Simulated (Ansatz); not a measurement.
# InH₃+ (doublet): wave-function methods side by side at distance In1–H3 = 2.667 Å, def2-SVP

Aim: climb from Hartree-Fock through coupled cluster and multireference methods for InH₃+ (doublet) at one geometry and basis, and see what each rung misses.

The runs use Ansatz 0.2.0, Gaussian basis; def2-SVP, core rule «outside noble gas», up to 9 orbitals frozen.

To be run: UHF; CCSD(T) on ROHF; CCSD(T) on UHF; BCCD(T) on ROHF; CISD; CCSDT(Q) on ROHF; CCSDT(Q) on UHF; CASSCF and MRCISD+Q, 3 electrons in 3 orbitals; CASSCF and NEVPT2, 3 electrons in 3 orbitals; Full CI.

39 further runs of the same task are left out: 21 for a known fault of the program, 15 that didn't finish, 3 set aside as unsound or not needed.

## 1. The system

The geometry derives from a PBE0/def2-TZVP stationary point (not a proven minimum). One bond is set to the value named and the two fragments are kept rigid. No spin-orbit coupling is included. Elements past krypton take def2 core potentials.

4 atoms, charge 1, spin multiplicity 2.

Atoms are counted from 1 here; the program's logs count them from 0.

Bond lengths: In1–H4 1.668 Å.

## 2. UHF

in.yaml

```yaml
crystal:
  periodic: [false, false, false]
  atoms:
    - {symbol: In, position_ang: [0.000000, -0.018148, 0.009069]}
    - {symbol: H, position_ang: [0.000000, 2.333691, -0.059919]}
    - {symbol: H, position_ang: [0.000000, -0.218751, -2.650376]}
    - {symbol: H, position_ang: [0.000000, -0.047694, 1.677191]}
basis:
  gaussian: {orbitals: def2-SVP}
total_charge: 1
magnetization: {spin_polarized: true, initial_magnetization: 1}
hamiltonian: {xc: hf}
output: {orbitals: {seedname: orbitals}}
```

Command:

```bash
$ ansatz run in.yaml --threads 1 --pin off --events-out ev --progress --plain --max-ram 2393MiB
```

The runs that follow: CCSD(T) on ROHF; CCSD(T) on UHF; BCCD(T) on ROHF; CISD; CCSDT(Q) on ROHF; CCSDT(Q) on UHF; CASSCF and MRCISD+Q, 3 electrons in 3 orbitals; CASSCF and NEVPT2, 3 electrons in 3 orbitals; Full CI.

**Question.** What will the summary of the whole plan be? Wanted: FCI below the RHF energy; RMP2 from FCI; UMP2 from FCI; RCCSD from FCI; RCCSD(T) from FCI; UCCSD(T) from FCI; RCCSDT(Q) from FCI; UCCSDT(Q) from FCI; NEVPT2 pair from FCI.

As calculated:

```
                         quantity                                                                   value
         FCI below the RHF energy                                                              -2.5845 eV
                    RMP2 from FCI                                                              +994.4 meV
                    UMP2 from FCI                                                              +783.7 meV
                   RCCSD from FCI                                                               +98.6 meV
                RCCSD(T) from FCI                                                               +31.3 meV
                UCCSD(T) from FCI                                                               +67.5 meV
               RCCSDT(Q) from FCI                                                                +0.2 meV
               UCCSDT(Q) from FCI                                                                +9.1 meV
             NEVPT2 pair from FCI                                                              +399.0 meV
           MRCISD+Q pair from FCI                                                                +1.7 meV
levels within 1 kcal/mol (43 meV)  RCCSD(T), BCCD(T), RCCSDT, UCCSDT, RCCSDT(Q), UCCSDT(Q), MRCISD+Q pair
                    T1 diagnostic                                                                   0.050
   effectively unpaired electrons                                                                    1.43
```

RCCSD(T) misses by +31.3 meV, 1.2 % of the correlation energy. CCSD(T) misses by +31.3 meV on the restricted determinant and by +67.5 meV on the unrestricted one; the two need not hold the same state or core. The occupations show some static correlation. Of the multireference levels listed MRCISD+Q pair comes nearest in total energy (+1.7 meV), which doesn't show that its space is the better one. These misses are within one basis, not against nature; the frozen cores of restricted and unrestricted runs differ, which can shift their rows.
